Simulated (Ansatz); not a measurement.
# CHFGaN (SMILES N#[C][GaH][F]) at PBE/cc-pVDZ

What is the energy change on altering one bond length of CHFGaN at PBE/cc-pVDZ? 

The results are computed with Ansatz 0.2.0.

126 further runs of the same task are left out: 126 set aside as unsound or not needed.

**1. Starting point**

The species is CHFGaN (5 atoms), meant as a singlet with charge 0. As SMILES, `N#[C][GaH][F]`. The coordinates come from a PBE0-D4/def2-TZVP relaxation.

Bond lengths: N1–C2 1.152 Å, C2–Ga3 1.931 Å, Ga3–F4 1.741 Å, Ga3–H5 1.539 Å. Angles: N1–C2–Ga3 177.5°, C2–Ga3–F4 112.3°, C2–Ga3–H5 127.5°, F4–Ga3–H5 120.2°.

**2. The energy at PBE/cc-pVDZ**

File run.yaml:

```yaml
crystal:
  periodic: [false, false, false]
  atoms:
    - symbol: "N"
      position_ang: [1.214000, -1.657200, 1.266000]
    - symbol: C
      position_ang: [0.641000, -0.864700, 0.656300]
    - symbol: Ga
      position_ang: [-0.259700, 0.519000, -0.345500]
    - symbol: F
      position_ang: [-1.724700, -0.053500, -1.092600]
    - symbol: H
      position_ang: [0.179200, 1.982700, -0.525600]
basis:
  gaussian:
    orbitals: cc-pVDZ
output: {orbitals: {seedname: orbitals}}
hamiltonian:
  xc: {name: PBE}
accuracy: high
```

Launch:

```
$ ansatz run run.yaml --threads 1 --pin off --max-ram 3480MiB --events-out events.jsonl --progress --plain --runs-dir runs
```

The program printed:

```text
Warning: RAYON_NUM_THREADS=1 ignored (pool sized by the plan → 1); use --threads N
Functional definition: PBE
  name "PBE"
  parameter kappa = 0.804
  parameter beta = 0.06672455060314922
  exchange = pbe_x(kappa = kappa, mu = beta*pi^2/3)
  correlation = pbe_c(beta = beta)
1569 factors; integrals over basis functions are off by at most 4.4e-9 eV
mean field evaluation 1: about -57617.6462 eV, gradient 5.5e1 eV
mean field evaluation 2: about -57576.0389 eV, gradient 1.5e2 eV
mean field evaluation 4: about -57623.5105 eV, gradient 1.8e1 eV
mean field evaluation 8: about -57624.1877 eV, gradient 3.4e-1 eV
mean field evaluation 16: about -57624.1817 eV, gradient 9.5e-6 eV
mean field -57624.18168603 eV, -2117.6496178884 hartree, gradient 2.7e-8 eV, S^2 0.000000; 0 other end points of the search recorded, 0 dependent functions left out
reference -57624.18168956 eV, -2117.6496180179 hartree; 27, 27 occupied and 47, 47 virtual orbitals, 1569 factors
Total energy: -57624.18168956 eV, -2117.6496180179 hartree
```

Run time: 4.5 s. Hardware: 1 thread of Arm Neoverse V2, shared host; peak memory 0.17 GiB.

**3. The distorted shape**

File run.yaml:

```yaml
crystal:
  periodic: [false, false, false]
  atoms:
    - {symbol: N, position_ang: [1.148155, -1.876790, 1.293019]}
    - {symbol: C, position_ang: [0.575155, -1.084290, 0.683319]}
    - {symbol: Ga, position_ang: [-0.325545, 0.299410, -0.318481]}
    - {symbol: F, position_ang: [-1.790545, -0.273090, -1.065581]}
    - {symbol: H, position_ang: [0.179200, 1.982700, -0.525600]}
basis:
  gaussian: {orbitals: cc-pVDZ}
hamiltonian: {xc: pbe}
accuracy: high
output: {orbitals: {seedname: orbitals}}
```

Launch:

```
$ ansatz run run.yaml --threads 1 --pin off --max-ram 3480MiB --events-out events.jsonl --progress --plain --runs-dir runs
```

The program printed:

```text
Warning: RAYON_NUM_THREADS=1 ignored (pool sized by the plan → 1); use --threads N
Functional definition: PBE
  name "PBE"
  parameter kappa = 0.804
  parameter beta = 0.06672455060314922
  exchange = pbe_x(kappa = kappa, mu = beta*pi^2/3)
  correlation = pbe_c(beta = beta)
1564 factors; integrals over basis functions are off by at most 4.4e-9 eV
mean field evaluation 1: about -57617.3582 eV, gradient 5.5e1 eV
mean field evaluation 2: about -57568.2285 eV, gradient 1.6e2 eV
mean field evaluation 4: about -57622.8848 eV, gradient 2.3e1 eV
mean field evaluation 8: about -57623.9365 eV, gradient 4.8e-1 eV
mean field evaluation 16: about -57623.9299 eV, gradient 1.3e-5 eV
mean field -57623.92987926 eV, -2117.6403641601 hartree, gradient 4.7e-8 eV, S^2 0.000000; 0 other end points of the search recorded, 0 dependent functions left out
reference -57623.92988278 eV, -2117.6403642897 hartree; 27, 27 occupied and 47, 47 virtual orbitals, 1564 factors
Total energy: -57623.92988278 eV, -2117.6403642897 hartree
```

Wall time 4.5 s (1 thread of Arm Neoverse V2, shared host); peak memory 0.17 GiB.

**4. Results**

At PBE/cc-pVDZ:

| quantity | value |
| --- | --- |
| first shape: total energy | -2117.64962 Eh |
| first shape: HOMO energy | -8.24 eV |
| first shape: LUMO energy | -3.20 eV |
| first shape: HOMO–LUMO gap | 5.04 eV |
| distorted shape: total energy | -2117.64036 Eh |
| distorted shape: HOMO energy | -8.20 eV |
| distorted shape: LUMO energy | -3.23 eV |
| distorted shape: HOMO–LUMO gap | 4.97 eV |
| energy change with the Ga3–H5 bond stretched from 1.539 to 1.770 Å | 0.252 eV |

**Reading.** With the Ga3–H5 bond stretched from 1.539 to 1.770 Å the energy rises by 0.25 eV (24.3 kJ/mol). The first shape isn't relaxed at this level, so the change isn't measured from a minimum.
